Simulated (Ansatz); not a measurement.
# C3H5AlS: one species, many methods

Aim: compute C3H5AlS with functionals from several rungs and with coupled cluster. The yardstick is the atomisation energy at the CCSD(T) limit.

Computed with Ansatz 0.2.0, Gaussian basis. Level: functionals in def2-TZVPP, the program's frozen cores in correlated methods.

Levels to be run: PBE-D4, r2SCAN-D4, PBE0-D4, B3LYP-D4, ωB97X-V, ωB97M-V, B2PLYP; CCSD(T)/def2-TZVPP; MP2/def2-QZVPP; extrapolation to the limit.

### 1 The geometry

The geometry comes from an earlier relaxation with PBE0-D4 in a triple-zeta def2 set; it is a stationary point, not always the lowest conformer.

10 atoms, charge 0, spin multiplicity 1.

Atoms are counted from 1 here; the program's logs count them from 0.

Bond lengths: S1–C2 1.797 Å, S1–H6 1.348 Å, C2–C3 1.518 Å, C2–Al5 1.981 Å, C2–H7 1.092 Å, C3–C4 1.349 Å, C3–H8 1.094 Å, C4–Al5 1.908 Å, C4–H9 1.083 Å, Al5–H10 1.584 Å. Angles: C2–S1–H6 99.9°, S1–C2–C3 115.5°, S1–C2–Al5 115.6°, S1–C2–H7 110.2°, C3–C2–Al5 80.3°, C3–C2–H7 112.8°, Al5–C2–H7 119.6°, C2–C3–C4 115.2°, C2–C3–H8 119.9°, C4–C3–H8 124.9°, C3–C4–Al5 87.3°, C3–C4–H9 122.8°, Al5–C4–H9 149.7°, C2–Al5–C4 77.0°, C2–Al5–H10 140.0°, C4–Al5–H10 142.9°.

### 2 PBE-D4 (GGA)

The input, in.yaml:

```yaml
crystal:
  periodic: [false, false, false]
  atoms:
    - {symbol: S, position_ang: [-1.983813, 0.976725, -0.061266]}
    - {symbol: C, position_ang: [-0.214589, 0.748966, -0.275705]}
    - {symbol: C, position_ang: [0.468507, -0.095916, 0.784015]}
    - {symbol: C, position_ang: [1.037552, -1.232957, 0.332978]}
    - {symbol: Al, position_ang: [0.320502, -0.804010, -1.382705]}
    - {symbol: H, position_ang: [-1.987268, 1.700709, 1.076203]}
    - {symbol: H, position_ang: [0.273456, 1.713484, -0.427152]}
    - {symbol: H, position_ang: [0.466178, 0.231647, 1.828332]}
    - {symbol: H, position_ang: [1.566915, -1.921694, 0.979851]}
    - {symbol: H, position_ang: [0.135659, -1.368052, -2.851551]}
basis:
  gaussian: {orbitals: def2-TZVPP}
hamiltonian: {xc: pbe, dispersion: d4}
output: {forces: true, orbitals: {seedname: orbitals}}
```

Run with:

```bash
> ansatz run in.yaml --threads 4 --pin off --events-out ev --progress --plain --max-ram 10444MiB
```

After this run come: r2SCAN-D4 (meta-GGA); PBE0-D4 (hybrid); B3LYP-D4 (hybrid); ωB97X-V (range-separated); ωB97M-V (range-separated); B2PLYP (double hybrid); CCSD(T) in def2-TZVPP; MP2 in def2-QZVPP.

Before running them: what should the planned runs give, taken together? Wanted: atomisation energy, CCSD(T)/CBS; farthest; mean size of error, hybrid; mean size of error, range-separated; gap, smallest and largest; T1 diagnostic; triples share of the correlation energy.

The runs gave:

| quantity | value |
| --- | --- |
| atomisation energy, CCSD(T)/CBS | 38.326 eV |
| functionals within 0.192 eV (0.5 %) | B3LYP-D4, ωB97X-V |
| farthest | PBE-D4 (+1.034 eV) |
| mean size of error, hybrid | 0.246 eV |
| mean size of error, range-separated | 0.213 eV |
| gap, smallest and largest | 3.17 eV (PBE-D4), 9.53 eV (ωB97X-V) |
| T1 diagnostic | 0.0118 |
| triples share of the correlation energy | 4.7 % |

PBE-D4 is off by +1.034 eV. Double hybrids carry the basis error of their MP2 part in triple zeta, and no dispersion term here, so their miss is partly the set-up's. The reference freezes the cores and leaves out relativity and excitations past (T), so misses under about 0.192 eV can't be ranked. Hartree-Fock recovers 72 % of the binding; the rest is correlation. Orbital gaps span 3.2 to 9.5 eV; exact exchange widens them.
